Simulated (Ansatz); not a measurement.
# Sn3GeTe4: the cost of one run

Method: DFT PBE, scalar-relativistic, plane waves, PAW, in Ansatz 0.2.0.

1 further run of the same task is left out (it didn't finish). Runs told in other sessions of the task aren't counted.

## (1) The starting structure

Symmetry: R3m, No. 160, trigonal system. The conventional cell has a = 8.941 Å, b = 8.941 Å, c = 11.234 Å, α = 90.00°, β = 90.00°, γ = 120.00°. Sn (site symmetry m) has 6 Te at 3.10 to 3.28 Å in its first shell of neighbours. Around Ge (site symmetry 3m) lie 3 Te at 2.86 Å. Around Te (site symmetry 3m) lie 6 Sn at 3.10 to 3.28 Å. Te (site symmetry m) is surrounded by 1 Ge at 2.86 Å and 4 Sn at 3.12 to 3.27 Å.

Structure file:

```cif
data_structure
_symmetry_space_group_name_H-M 'P 1'
_symmetry_Int_Tables_number 1
_cell_length_a 6.3775
_cell_length_b 6.3775
_cell_length_c 6.3775
_cell_angle_alpha 89.017
_cell_angle_beta 89.017
_cell_angle_gamma 89.017
_cell_volume 259.27
loop_
_atom_site_label
_atom_site_type_symbol
_atom_site_fract_x
_atom_site_fract_y
_atom_site_fract_z
_atom_site_occupancy
Sn1 Sn 0.49453 0.49453 0.99412 1
Sn2 Sn 0.49453 0.99412 0.49453 1
Sn3 Sn 0.99412 0.49453 0.49453 1
Ge1 Ge 0.97132 0.97132 0.97132 1
Te1 Te 0.50828 0.50828 0.50828 1
Te2 Te 0.00592 0.00592 0.52399 1
Te3 Te 0.00592 0.52399 0.00592 1
Te4 Te 0.52399 0.00592 0.00592 1
```

The cell was relaxed beforehand at this level, from a generated guess; it is a trial structure. At a tolerance of 0.02 Å it has space group R3m (No. 160); it has 32.41 Å³/atom, an uncorrected energy of -0.23 eV/atom over the elements.

## (2) Static run: bands, density of states and charges

input.yaml

```yaml
crystal:
  lattice:
    - [4.4707286542, 2.5811763919, 3.7446587712]
    - [-4.4707286542, 2.5811763919, 3.7446587712]
    - [0.0, -5.1623527839, 3.7446587712]
  atoms:
    - { symbol: Sn, position: [0.494530664, 0.494530664, 0.9941219444] }
    - { symbol: Sn, position: [0.494530664, 0.9941219444, 0.494530664] }
    - { symbol: Sn, position: [0.9941219444, 0.494530664, 0.494530664] }
    - { symbol: Ge, position: [0.9713189401, 0.9713189401, 0.9713189401] }
    - { symbol: Te, position: [0.5082842932, 0.5082842932, 0.5082842932] }
    - { symbol: Te, position: [0.0059203443, 0.0059203443, 0.5239857514] }
    - { symbol: Te, position: [0.0059203443, 0.5239857514, 0.0059203443] }
    - { symbol: Te, position: [0.5239857514, 0.0059203443, 0.0059203443] }
basis:
  ecutwfc: 420
kpoints:
  mp_grid: { grid: [6, 6, 6] }
  band_path:
    path:
      - [[0.0, 0.0, 0.0], [0.5, 0.5, 0.5], [0.51658115, 0.48341885, 0.5]]
      - [[0.5, -0.48341885, 0.48341885], [0.5, 0.0, 0.0], [0.0, 0.0, 0.0], [0.49170942, -0.49170942, 0.0]]
      - [[0.50829058, 0.0, 0.49170942], [0.5, 0.0, 0.5], [0.0, 0.0, 0.0]]
    npoints: 14
hamiltonian:
  xc: pbe
scf:
  occupations: { method: gaussian, width: 0.01 }
  n_extra_bands: 20
output:
  forces: true
  stress: true
  eigenvalues: true
  populations: true
  dos: { projected: true, de: 0.02, nscf_kmesh: { grid: [8, 8, 8] } }
  bader: true
  write_density: true
  write_potential: true
  elf: true
  volumetric_format: npy
```

Launch:

```sh
$ ansatz run input.yaml --threads 4 --pin off --max-ram 8192MiB --backend cpu --events-out ev --progress --plain --runs-dir out
```

**Question.** How long does this run take on 4 threads of Intel Xeon 6975P-C (Granite Rapids), shared host, and how much memory does it need?

About 60 s, with a peak of 1.7 GiB.
